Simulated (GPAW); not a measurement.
**InNH2Cl (SMILES [NH2][In][Cl]) at 3 levels**

We compute a comparison of 3 runs (ULDA (PW92)/real-space grid, UPBE/real-space grid, UPBE/dzp) of InNH2Cl. 

The results are computed with GPAW 26.7.0.

2 further runs of the same task are left out: 2 set aside as unsound or not needed.

### 1 Starting point

The species is InNH2Cl (5 atoms), meant as a doublet with charge 0. SMILES: `[NH2][In][Cl]`. The shape is that of a PBE0-D4/def2-TZVP optimisation. This is one conformer, not always the lowest.

Bond lengths: N1–In2 2.072 Å, In2–Cl3 2.369 Å, N1–H4 1.015 Å, N1–H5 1.017 Å. Angles: N1–In2–Cl3 113.1°, In2–N1–H4 113.0°, In2–N1–H5 110.3°, H4–N1–H5 107.4°.

### 2 Energy and one-electron properties at ULDA (PW92)/real-space grid (scalar-relativistic datasets) (run 1)

File mol.py:

```python
import numpy as np
from ase import Atoms
from ase.units import Bohr
from gpaw import GPAW

positions_bohr = np.array(
              [[ -0.269475,   1.528033,  -0.933336],
               [ -0.777811,  -2.301308,  -0.289695],
               [  2.629554,  -4.179129,   1.925064],
               [ -1.889159,   2.426030,  -1.429956],
               [  0.401189,   2.387102,   0.649688]])
molecule = Atoms(['N', 'In', 'Cl', 'H', 'H'], positions=positions_bohr * Bohr)
molecule.center(vacuum=4.5)
molecule.set_initial_magnetic_moments([0.333333, 0.333333, 0.333333, 0.0, 0.0])

calc = GPAW(mode='fd',
            symmetry='off',
            h=0.22,
            maxiter=120,
            xc='LDA',
            occupations={'name': 'fermi-dirac', 'width': 0.01, 'fixmagmom': True},
            txt='-')
molecule.calc = calc

energy = molecule.get_potential_energy()
print(f'Energy: {energy:.5f} eV')
forces = molecule.get_forces()
print('Forces (eV/Ang)')
for symbol, f in zip(molecule.symbols, forces):
    print(f'{symbol:2} {f[0]:9.4f} {f[1]:9.4f} {f[2]:9.4f}')
print('Moments:', molecule.get_magnetic_moments().round(3))

nsc = {}
for xc in ['revPBE', 'PW91', 'BLYP', 'GGA_XC_XLYP', 'revTPSS', 'HCTH407', 'GGA_X_SOGGA11+GGA_C_SOGGA11', 'TPSS', 'PBE', 'LDA']:
    nsc[xc] = energy + calc.get_xc_difference(xc)
    print(f'{xc:32} {nsc[xc]:12.4f} eV')
```

Run with:

```bash
$ python mol.py
```

What it wrote:

```text
[...]
Number of symmetries: 1
[...]
  Number of IBZ points: 1
[...]
Spin-components: 2 (collinear spins)
Bands:           19
[...]
  Valence electrons: 27.0
[...]
  Grid points: [52 56 48]
  Charge: 0.0  # |e|
[...]
    cutoffs:
[...]
occupation numbers:
  Fixed magnetic moment: 1.000
[...]
xc functional:
  name: None
[...]
|iter     |     time |      energy | eigst |  dens |  magmom |
[...]
|iter:   1| 00:00:02 |  -25.224323 | +0.69 |       |  +0.9847|
[...]
|iter:  15| 00:00:20 |  -21.485939c| -7.66c| -5.71c|  +1.0000|
Converged in 15 steps
[...]
Energy contributions relative to reference atoms: (reference = -173848.552415)
Energy contributions:
  Kinetic:          34.125096
  Coulomb:         -35.770816
  Zero:              1.265982
  External:          0.000000
  Xc:              -21.106200
  Entropy:          -0.000000
  Spinorbit:         0.000000
  ----------------------------
  Free energy:     -21.485939
  Extrapolated:    -21.485939
dipole moment: (-0.594557, 0.334852, -0.153289)  # |e|*Ang
Total magnetic moment: (0.000000, 0.000000, 0.999999)
Local magnetic moments
|        x |        y |         z |
|----------|----------|-----------|
| 0.000000 | 0.000000 |  0.102097 |  # N    0
| 0.000000 | 0.000000 |  0.188679 |  # In   1
| 0.000000 | 0.000000 |  0.068780 |  # Cl   2
| 0.000000 | 0.000000 | -0.001307 |  # H    3
| 0.000000 | 0.000000 |  0.001503 |  # H    4
Fermi levels: -5.412, -5.037
Eigenvalues  # (at kpt = [0.000, 0.000, 0.000])
| band index |      eig [eV] | occ [0-1] |      eig [eV] | occ [0-1] |
|------------|---------------|-----------|---------------|-----------|
|          0 |       -21.234 |     1.000 |       -20.968 |     1.000 |
|        ... |               |           |               |           |
|          6 |       -18.583 |     1.000 |       -18.462 |     1.000 |
|          7 |       -11.973 |     1.000 |       -11.830 |     1.000 |
|          8 |       -10.832 |     1.000 |       -10.556 |     1.000 |
|          9 |        -8.721 |     1.000 |        -8.462 |     1.000 |
|         10 |        -7.612 |     1.000 |        -7.524 |     1.000 |
|         11 |        -7.497 |     1.000 |        -7.398 |     1.000 |
|         12 |        -7.030 |     1.000 |        -6.755 |     1.000 |
|         13 |        -5.557 |     1.000 |        -4.892 |     0.000 |
|         14 |        -2.456 |     0.000 |        -2.114 |     0.000 |
|         15 |        -0.998 |     0.000 |        -0.826 |     0.000 |
[...]
Gap: 0.665 eV
Transition (v -> c):
[...]
Forces (eV/Ang)
N    -0.0025   -0.1112   -0.5601
In    0.2116    0.2191    0.0544
Cl   -0.1552    0.0955   -0.0901
H    -0.3246    0.0766   -0.1101
H     0.2202    0.1144    0.3127
Moments: [ 0.102  0.189  0.069 -0.001  0.002]
revPBE                              -218.0700 eV
PW91                                -229.9181 eV
BLYP                                -230.5568 eV
GGA_XC_XLYP                         -249.9698 eV
revTPSS                             -189.3484 eV
HCTH407                             -318.4379 eV
GGA_X_SOGGA11+GGA_C_SOGGA11         -233.1176 eV
TPSS                                -221.0382 eV
PBE                                 -207.7830 eV
LDA                                  -21.4859 eV
```

Wall time 32 s (1 thread of Arm Neoverse V1, shared host); peak memory 0.71 GiB.

### 3 The charge distribution at UPBE/real-space grid (scalar-relativistic datasets) (run 2)

File mol.sdf:

```

     RDKit          3D

  5  4  0  0  0  0  0  0  0  0999 V2000
   -0.1426    0.8086   -0.4939 N   0  0  0  0  0  0  0  0  0  0  0  0
   -0.4116   -1.2178   -0.1533 In  0  0  0  0  0  2  0  0  0  0  0  0
    1.3915   -2.2115    1.0187 Cl  0  0  0  0  0  0  0  0  0  0  0  0
   -0.9997    1.2838   -0.7567 H   0  0  0  0  0  0  0  0  0  0  0  0
    0.2123    1.2632    0.3438 H   0  0  0  0  0  0  0  0  0  0  0  0
  2  1  1  0
  3  2  1  0
  4  1  1  0
  5  1  1  0
M  RAD  1   2   2
M  END
$$$$
```

File sp.py:

```python
import numpy as np
from ase.io import read
from ase.units import Debye
from gpaw import GPAW

# Geometry
mol = read("mol.sdf")
mol.center(vacuum=4.5)
mol.set_initial_magnetic_moments([0.333333, 0.333333, 0.333333, 0.0, 0.0])

# GPAW settings
calc = GPAW(mode="fd",
            h=0.18,
            occupations={"name": "fermi-dirac", "width": 0.0, "fixmagmom": True},
            xc="PBE",
            maxiter=150,
            symmetry="off",
            txt="-")
mol.calc = calc

energy = mol.get_potential_energy()
print(f"Energy: {energy:.5f} eV")
forces = mol.get_forces()
print("Forces (eV/Ang)")
for symbol, f in zip(mol.symbols, forces):
    print(f'{symbol:2} {f[0]:9.4f} {f[1]:9.4f} {f[2]:9.4f}')
dipole = mol.get_dipole_moment() / Debye
print(f"Dipole: {np.linalg.norm(dipole):.3f} D")
print("Moments:", mol.get_magnetic_moments().round(3))
```

Run with:

```bash
$ OMP_NUM_THREADS=1 python sp.py
```

What it wrote:

```text
[...]
Number of symmetries: 1
[...]
  Number of IBZ points: 1
[...]
Spin-components: 2 (collinear spins)
Bands:           19
[...]
  Valence electrons: 27.0
[...]
  Grid points: [64 68 60]
  Charge: 0.0  # |e|
[...]
    cutoffs:
[...]
occupation numbers:
  Fixed magnetic moment: 1.000
[...]
xc functional:
  name: PBE with 2 nearest neighbor stencil
[...]
|iter     |     time |      energy | eigst |  dens |  magmom |
[...]
|iter:   1| 00:00:05 |  -23.563059 | +0.78 |       |  +0.9822|
[...]
|iter:  15| 00:00:46 |  -20.229031c| -7.40c| -5.64c|  +1.0000|
Converged in 15 steps
[...]
Energy contributions relative to reference atoms: (reference = -174037.070885)
Energy contributions:
  Kinetic:          34.487820
  Coulomb:         -35.468208
  Zero:              0.683898
  External:          0.000000
  Xc:              -19.932541
  Entropy:           0.000000
  Spinorbit:         0.000000
  ----------------------------
  Free energy:     -20.229031
  Extrapolated:    -20.229031
dipole moment: (-0.600074, 0.324622, -0.164392)  # |e|*Ang
Total magnetic moment: (0.000000, 0.000000, 0.999999)
Local magnetic moments
|        x |        y |         z |
|----------|----------|-----------|
| 0.000000 | 0.000000 |  0.101384 |  # N    0
| 0.000000 | 0.000000 |  0.181008 |  # In   1
| 0.000000 | 0.000000 |  0.064231 |  # Cl   2
| 0.000000 | 0.000000 | -0.001540 |  # H    3
| 0.000000 | 0.000000 |  0.001381 |  # H    4
Fermi levels: -5.427, -4.553
Eigenvalues  # (at kpt = [0.000, 0.000, 0.000])
| band index |      eig [eV] | occ [0-1] |      eig [eV] | occ [0-1] |
|------------|---------------|-----------|---------------|-----------|
|          0 |       -21.311 |     1.000 |       -21.025 |     1.000 |
|        ... |               |           |               |           |
|          5 |       -18.824 |     1.000 |       -18.711 |     1.000 |
|          6 |       -18.487 |     1.000 |       -18.361 |     1.000 |
|          7 |       -11.866 |     1.000 |       -11.762 |     1.000 |
|          8 |       -10.581 |     1.000 |       -10.280 |     1.000 |
|          9 |        -8.550 |     1.000 |        -8.276 |     1.000 |
|         10 |        -7.431 |     1.000 |        -7.358 |     1.000 |
|         11 |        -7.325 |     1.000 |        -7.235 |     1.000 |
|         12 |        -6.859 |     1.000 |        -6.546 |     1.000 |
|         13 |        -5.427 |     1.000 |        -4.553 |     0.000 |
|         14 |        -2.250 |     0.000 |        -1.822 |     0.000 |
[...]
Gap: 1.120 eV
Transition (v -> c):
[...]
Forces (eV/Ang)
N     0.2251    0.0301   -0.2495
In   -0.2744   -0.2239   -0.0962
Cl    0.2561   -0.1363    0.1439
H    -0.3080    0.1862   -0.0833
H     0.1010    0.1743    0.3042
Dipole: 3.371 D
Moments: [ 0.101  0.181  0.064 -0.002  0.001]
```

Run time: 47 s. Hardware: 1 thread of Arm Neoverse V1, shared host; peak memory 0.91 GiB.

### 4 The charge distribution at UPBE/dzp (scalar-relativistic datasets) (run 3)

File ClH2InN_sp.py:

```python
import numpy as np
from ase import Atoms
from ase.units import Bohr, Debye
from gpaw import GPAW

positions_bohr = np.array(
              [[ -0.269475,   1.528033,  -0.933336],
               [ -0.777811,  -2.301308,  -0.289695],
               [  2.629554,  -4.179129,   1.925064],
               [ -1.889159,   2.426030,  -1.429956],
               [  0.401189,   2.387102,   0.649688]])
mol = Atoms(["N", "In", "Cl", "H", "H"], positions=positions_bohr * Bohr)
mol.center(vacuum=4.5)
mol.set_initial_magnetic_moments([0.333333, 0.333333, 0.333333, 0.0, 0.0])

dft = GPAW(mode="lcao",
           basis="dzp",
           h=0.18,
           xc="PBE",
           occupations={"name": "fermi-dirac", "width": 0.0, "fixmagmom": True},
           maxiter=150,
           symmetry="off",
           txt="-")
mol.calc = dft

energy = mol.get_potential_energy()
print(f"Energy                  {energy:.5f} eV")
forces = mol.get_forces()
print("Forces (eV/Ang)")
for symbol, f in zip(mol.symbols, forces):
    print(f'{symbol:2} {f[0]:9.4f} {f[1]:9.4f} {f[2]:9.4f}')
dipole = mol.get_dipole_moment() / Debye
print(f"Dipole                  {np.linalg.norm(dipole):.3f} D")
print("Moments:", mol.get_magnetic_moments().round(3))
```

Run with:

```bash
$ python3 -u ClH2InN_sp.py | tee ClH2InN_sp.out
```

What it wrote, shortened:

```text
[...]
Number of symmetries: 1
[...]
  Number of IBZ points: 1
[...]
basis functions: 59
Spin-components: 2 (collinear spins)
Bands:           19
[...]
  Valence electrons: 27.0
[...]
  Grid points: [64 68 60]
  Charge: 0.0  # |e|
[...]
    cutoffs:
[...]
occupation numbers:
  Fixed magnetic moment: 1.000
[...]
xc functional:
  name: PBE with 2 nearest neighbor stencil
[...]
|iter     |     time |      energy | eigst |  dens |  magmom |
[...]
|iter:   1| 00:00:05 |  -20.343759 |      c|       |  +1.0035|
[...]
|iter:  11| 00:00:17 |  -18.395951c|      c| -4.45c|  +1.0000|
Converged in 11 steps
[...]
Energy contributions relative to reference atoms: (reference = -174037.070885)
Energy contributions:
  Kinetic:          31.635534
  Coulomb:         -30.062637
  Zero:              0.346662
  External:          0.000000
  Xc:              -20.315510
  Entropy:           0.000000
  Spinorbit:         0.000000
  ----------------------------
  Free energy:     -18.395951
  Extrapolated:    -18.395951
dipole moment: (-0.528639, 0.327991, -0.125316)  # |e|*Ang
Total magnetic moment: (0.000000, 0.000000, 1.000003)
Local magnetic moments
|        x |        y |         z |
|----------|----------|-----------|
| 0.000000 | 0.000000 |  0.104381 |  # N    0
| 0.000000 | 0.000000 |  0.192674 |  # In   1
| 0.000000 | 0.000000 |  0.070008 |  # Cl   2
| 0.000000 | 0.000000 | -0.001567 |  # H    3
| 0.000000 | 0.000000 |  0.001445 |  # H    4
Fermi levels: -5.054, -4.187
Eigenvalues  # (at kpt = [0.000, 0.000, 0.000])
| band index |      eig [eV] | occ [0-1] |      eig [eV] | occ [0-1] |
[...]
Gap: 1.124 eV
Transition (v -> c):
[...]
Forces (eV/Ang)
N     0.6850   -0.4577   -0.7139
In   -0.4602   -0.3367   -0.1210
Cl    0.3713   -0.1849    0.2124
H    -0.9071    0.5008   -0.2211
H     0.2932    0.4828    0.8816
Dipole                  3.048 D
Moments: [ 0.104  0.193  0.07  -0.002  0.001]
```

Wall time 18 s (1 thread of Arm Neoverse V1, shared host); peak memory 0.95 GiB.

### 5 The series

| run | level | grid spacing | smearing | energy (Eh) | dipole moment (D) | HOMO energy (eV) | LUMO energy (eV) | wall time |
| --- | --- | --- | --- | --- | --- | --- | --- | --- |
| 1 | ULDA (PW92)/real-space grid (scalar-relativistic datasets) | 0.22 | fermi-dirac | -6389.606056 | 3.36 | -5.56 | -4.89 | 32 s |
| 2 | UPBE/real-space grid (scalar-relativistic datasets) | 0.18 | – | -6396.487792 | 3.37 | -5.43 | -4.55 | 47 s |
| 3 | UPBE/dzp (scalar-relativistic datasets) | 0.18 | – | -6396.420427 | 3.05 | -5.05 | -4.19 | 18 s |

### 6 Summary of results

| quantity | value |
| --- | --- |
| run 3: energy as printed (from the program's reference atoms) | -18.3960 eV |
| run 3: dipole moment | 3.05 D |
| run 3: HOMO energy (highest over α and β) | -5.05 eV |
| run 3: LUMO energy (lowest over α and β) | -4.19 eV |
| run 3: largest force on an atom | 1.090 eV/Å |

In words: The dipole moment (its size) runs from 3.05 D (UPBE/dzp) to 3.37 D (UPBE/real-space grid). Totals of different functionals can't be ranked against each other. All runs together took 98 s, the longest 47 s.
